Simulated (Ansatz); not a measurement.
# Ga4TeO: the cost of one run

Computed with Ansatz 0.2.0 (DFT PBE, scalar-relativistic, plane waves, PAW, unless a step's input says otherwise).

1 further run of the same task is left out (it didn't finish).

## Step 1: The starting structure

The structure is hexagonal, space group P-6m2 (No. 187). The conventional cell has a = 3.118 Å, b = 3.118 Å, c = 13.946 Å, α = 90.00°, β = 90.00°, γ = 120.00°. Around Ga (site symmetry 3m) lie 3 O at 2.32 Å. Around Ga (site symmetry 3m) lie 9 Ga at 3.12 Å and 3 Te at 3.47 Å. Te (site symmetry -6m2) is surrounded by 6 Te at 3.12 Å and 6 Ga at 3.47 Å. O (site symmetry -6m2) is surrounded by 6 Ga at 2.32 Å.

Coordinates:

```
Ga Te O
1.0
     3.11779    0.00000    0.00000
    -1.55890    2.70009    0.00000
     0.00000    0.00000   13.94642
Ga Te O
4 1 1
Direct
  0.00000 0.00000 0.60465
  0.66667 0.33333 0.78740
  0.66667 0.33333 0.21260
  0.00000 0.00000 0.39535
  0.00000 0.00000 0.00000
  0.66667 0.33333 0.50000
```

It is the end of an earlier relaxation with the same method, from a database cell with other species swapped in; it needn't be the stable form of this composition. At a tolerance of 0.05 Å it has space group P-6m2 (No. 187); it has 19.57 Å³/atom, an uncorrected energy of -0.20 eV/atom over the elements.

## Step 2: Bands, states and charges

The input, input.yaml:

```yaml
crystal:
  lattice:
    - [3.1177935642, 0.0, 0.0]
    - [-1.5588967821, 2.7000884304, 0.0]
    - [0.0, 0.0, 13.9464224935]
  atoms:
    - { symbol: Ga, position: [0.0, 0.0, 0.6046539955] }
    - { symbol: Ga, position: [0.6666666667, 0.3333333333, 0.7874045746] }
    - { symbol: Ga, position: [0.6666666667, 0.3333333333, 0.2125954254] }
    - { symbol: Ga, position: [0.0, 0.0, 0.3953460045] }
    - { symbol: Te, position: [0.0, 0.0, 0.0] }
    - { symbol: O, position: [0.6666666667, 0.3333333333, 0.5] }
basis:
  ecutwfc: 420
kpoints:
  mp_grid: { grid: [12, 12, 4] }
  band_path:
    path:
      - [[0.0, 0.0, 0.0], [0.5, 0.0, 0.0], [0.33333333, 0.33333333, 0.0], [0.0, 0.0, 0.0], [0.0, 0.0, 0.5], [0.5, 0.0, 0.5], [0.33333333, 0.33333333, 0.5], [0.0, 0.0, 0.5]]
      - [[0.5, 0.0, 0.5], [0.5, 0.0, 0.0]]
      - [[0.33333333, 0.33333333, 0.5], [0.33333333, 0.33333333, 0.0]]
    npoints: 14
hamiltonian:
  xc: pbe
scf:
  occupations: { method: gaussian, width: 0.1 }
  n_extra_bands: 15
output:
  forces: true
  stress: true
  eigenvalues: true
  populations: true
  dos: { projected: true, de: 0.02, nscf_kmesh: { grid: [15, 15, 5] } }
  bader: true
  write_density: true
  write_potential: true
  elf: true
  volumetric_format: npy
```

The run is started by

```sh
> ansatz run input.yaml --threads 1 --pin off --max-ram 2560MiB --backend cpu --events-out ev --progress --plain --runs-dir out
```

**Question.** How long does this run take on 1 thread of Arm Neoverse V1, shared host, and how much memory does it need?

About 2.6 min, with a peak of 0.71 GiB.
